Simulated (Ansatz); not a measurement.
# C2H6F2O2Sn: small, medium and large basis sets

The task here is to estimate one member of a computed series from the others.

Program: Ansatz 0.2.0, Gaussian basis. Level of theory: one geometry, several basis sets. These are calculated values, not measurements.

Plan: PBE0-D4/def2-SVP; ωB97M-V/def2-SVP; PBE0-D4/def2-QZVPP; ωB97M-V/def2-QZVPP; the functionals' def2-TZVPP values are taken from earlier runs.

1 further run of the same task is left out (for a known fault of the program).

## The geometry

All runs share one geometry, relaxed beforehand with PBE0-D4 in a triple-zeta def2 set. Sn takes the def2 core potential; no spin-orbit term is included.

SMILES `C[O][Sn]([F])([F])[O]C`, 13 atoms, charge 0, spin multiplicity 1.

Atoms are counted from 1 here; the program's logs count them from 0.

Bond lengths: C1–O2 1.419 Å, C1–H8 1.094 Å, C1–H9 1.095 Å, C1–H10 1.092 Å, O2–Sn3 1.927 Å, Sn3–F4 1.896 Å, Sn3–F5 1.896 Å, Sn3–O6 1.927 Å, O6–C7 1.419 Å, C7–H11 1.094 Å, C7–H12 1.092 Å, C7–H13 1.095 Å. Angles: O2–C1–H8 112.3°, O2–C1–H9 111.8°, O2–C1–H10 106.9°, H8–C1–H9 108.9°, H8–C1–H10 108.5°, H9–C1–H10 108.4°, C1–O2–Sn3 121.1°, O2–Sn3–F4 106.8°, O2–Sn3–F5 108.4°, O2–Sn3–O6 117.3°, F4–Sn3–F5 109.0°, F4–Sn3–O6 108.4°, F5–Sn3–O6 106.8°, Sn3–O6–C7 121.1°, O6–C7–H11 112.3°, O6–C7–H12 106.9°, O6–C7–H13 111.8°, H11–C7–H12 108.5° and more.

Geometry (Å):

```xyz
13
C2H6F2O2Sn
C    -1.70467    1.83562   -0.47560
O    -0.31652    1.57843   -0.32870
Sn    0.32250    0.24266    0.90494
F     2.10387    0.71703    1.34999
F    -0.74496    0.31433    2.47075
O     0.31181   -1.59003    0.30862
C     1.36241   -2.10507   -0.49491
H    -2.18951    2.05386    0.48090
H    -2.22545    0.99918   -0.95397
H    -1.79829    2.71292   -1.11872
H     2.34670   -1.94132   -0.04551
H     1.19683   -3.18072   -0.58208
H     1.35578   -1.67168   -1.50080
```

The first run:

in.yaml reads:

```yaml
crystal:
  periodic: [false, false, false]
  atoms:
    - {symbol: C, position_ang: [-1.704670, 1.835624, -0.475602]}
    - {symbol: O, position_ang: [-0.316516, 1.578430, -0.328696]}
    - {symbol: Sn, position_ang: [0.322502, 0.242658, 0.904941]}
    - {symbol: F, position_ang: [2.103869, 0.717027, 1.349990]}
    - {symbol: F, position_ang: [-0.744955, 0.314325, 2.470749]}
    - {symbol: O, position_ang: [0.311807, -1.590034, 0.308616]}
    - {symbol: C, position_ang: [1.362414, -2.105075, -0.494913]}
    - {symbol: H, position_ang: [-2.189510, 2.053860, 0.480901]}
    - {symbol: H, position_ang: [-2.225454, 0.999181, -0.953974]}
    - {symbol: H, position_ang: [-1.798287, 2.712922, -1.118725]}
    - {symbol: H, position_ang: [2.346699, -1.941322, -0.045506]}
    - {symbol: H, position_ang: [1.196826, -3.180717, -0.582075]}
    - {symbol: H, position_ang: [1.355777, -1.671678, -1.500804]}
basis:
  gaussian: {orbitals: def2-SVP}
hamiltonian: {xc: pbe0, dispersion: d4}
output: {orbitals: {seedname: orbitals}}
```

Run with:

```
ansatz run in.yaml --threads 2 --pin off --events-out ev --progress --plain --max-ram 20480MiB --backend cpu
```

Steps of the session up to this table: PBE0-D4 in def2-SVP; ωB97M-V in def2-SVP; PBE0-D4 in def2-QZVPP; ωB97M-V in def2-QZVPP.

One table of the session follows, with a row left open; its other results are not shown here.

It belongs to the step «Density functionals: the series». 

```
functional       basis  HOMO (eV)  LUMO (eV)
   PBE0-D4    def2-SVP          ?          ?
   PBE0-D4  def2-TZVPP      -8.60      -2.32
   PBE0-D4  def2-QZVPP      -8.62      -2.36
   ωB97M-V    def2-SVP     -10.82       0.03
   ωB97M-V  def2-TZVPP     -10.99      -0.23
   ωB97M-V  def2-QZVPP     -11.02      -0.35
```

**Question.** Estimate the row for PBE0-D4, def2-SVP.

As computed: HOMO (eV): -8.45; LUMO (eV): -2.12. In the column «HOMO (eV)» it is the highest.
